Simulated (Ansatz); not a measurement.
**Ge₂H₄+ (doublet): from Hartree-Fock to the top rungs, cc-pVDZ**

One table from this session's results is given with a row withheld; the runs are named, their logs left out.

Method: cc-pVDZ, core rule «outside noble gas», up to 28 orbitals frozen; program: Ansatz 0.2.0, Gaussian basis.

To be run: UHF; CCSD(T) on ROHF; CCSD(T) on UHF; BCCD(T) on ROHF; CISD; CCSDT(Q) on ROHF; CCSDT(Q) on UHF; CASSCF and MRCISD+Q, 9 electrons in 9 orbitals; CASSCF and NEVPT2, 9 electrons in 9 orbitals.

19 further runs of the same task are left out: 11 that didn't finish, 8 set aside as unsound or not needed.

## The geometry

The geometry is a PBE0/def2-TZVP stationary point (not a proven minimum) of the parent state, kept for this charge and spin. No spin-orbit coupling is included. The filled d shell of Ge may be among the frozen orbitals whatever the setting's name suggests; the logs give the count.

6 atoms, charge 1, spin multiplicity 2.

Atoms are counted from 1 here; the program's logs count them from 0.

Bond lengths: Ge1–Ge2 2.500 Å, Ge1–H3 1.541 Å, Ge1–H4 1.546 Å, Ge1–H5 1.546 Å, Ge2–H6 1.593 Å. Angles: Ge2–Ge1–H3 118.4°, Ge2–Ge1–H4 108.4°, Ge2–Ge1–H5 108.4°, H3–Ge1–H4 107.6°, H3–Ge1–H5 107.6°, H4–Ge1–H5 105.8°, Ge1–Ge2–H6 92.3°.

As a file:

```xyz
6

Ge    0.0000    0.0168    1.2218
Ge    0.0000   -0.0363   -1.2773
H     0.0000    1.3870    1.9258
H     1.2331   -0.7670    1.7257
H    -1.2331   -0.7670    1.7257
H     0.0000    1.5538   -1.3752
```

The first run:

in.yaml reads:

```yaml
crystal:
  periodic: [false, false, false]
  atoms:
    - {symbol: Ge, position_ang: [0.000000, 0.016763, 1.221757]}
    - {symbol: Ge, position_ang: [0.000000, -0.036285, -1.277289]}
    - {symbol: H, position_ang: [0.000000, 1.387006, 1.925829]}
    - {symbol: H, position_ang: [1.233110, -0.766974, 1.725729]}
    - {symbol: H, position_ang: [-1.233110, -0.766974, 1.725729]}
    - {symbol: H, position_ang: [0.000000, 1.553826, -1.375198]}
basis:
  gaussian: {orbitals: cc-pVDZ}
total_charge: 1
magnetization: {spin_polarized: true, initial_magnetization: 1}
hamiltonian: {xc: hf}
output: {orbitals: {seedname: orbitals}}
```

On the command line:

```sh
$ ansatz run in.yaml --threads 1 --pin off --events-out ev --progress --plain --max-ram 2393MiB
```

Among the steps run: UHF; CCSD(T) on ROHF; CCSD(T) on UHF; BCCD(T) on ROHF; CISD; CCSDT(Q) on ROHF; CCSDT(Q) on UHF; CASSCF and MRCISD+Q, 9 electrons in 9 orbitals; CASSCF and NEVPT2, 9 electrons in 9 orbitals.

One table of the session follows, with a row left open; its other results are not shown here.

```
         method  from UCCSDT(Q) (kJ/mol)
           ROHF                   +544.7
            UHF                   +533.2
           RMP2                   +130.4
           UMP2                   +130.7
           CISD                    +61.6
          RCCSD                    +17.3
          UCCSD                    +16.4
       RCCSD(T)                     +4.1
       UCCSD(T)                        ?
        BCCD(T)                     +4.1
         RCCSDT                     +0.9
         UCCSDT                     +0.5
      RCCSDT(Q)                     +0.4
      UCCSDT(Q)                        0
CASSCF frontier                   +376.4
NEVPT2 frontier                   +118.3
```

Estimate the missing values for UCCSD(T).

As computed: from UCCSDT(Q) (kJ/mol): +3.8. In the column «from UCCSDT(Q) (kJ/mol)» it lies between RCCSDT (+0.9) and RCCSD(T) (+4.1).

Among the levels timed on like hardware and quicker than the yardstick, those that no quicker one beats, quickest first: CISD (4.8 s, +61.6 kJ/mol); RCCSD(T) (8.5 s, +4.1 kJ/mol); BCCD(T) (9 s, +4.1 kJ/mol); UCCSD(T) (10 s, +3.8 kJ/mol).

Not comparable, so not listed: CASSCF and MRCISD+Q, 9 electrons in 9 orbitals (they don't share determinant, frozen orbitals or solution with the rows shown, or repeat one).

Limits of these values: Restricted and unrestricted rows rest on different reference determinants; where their highest levels disagree by more than a few hundredths of an eV, they describe different states and don't form one ladder. Warnings in the runs' records: passed over end.
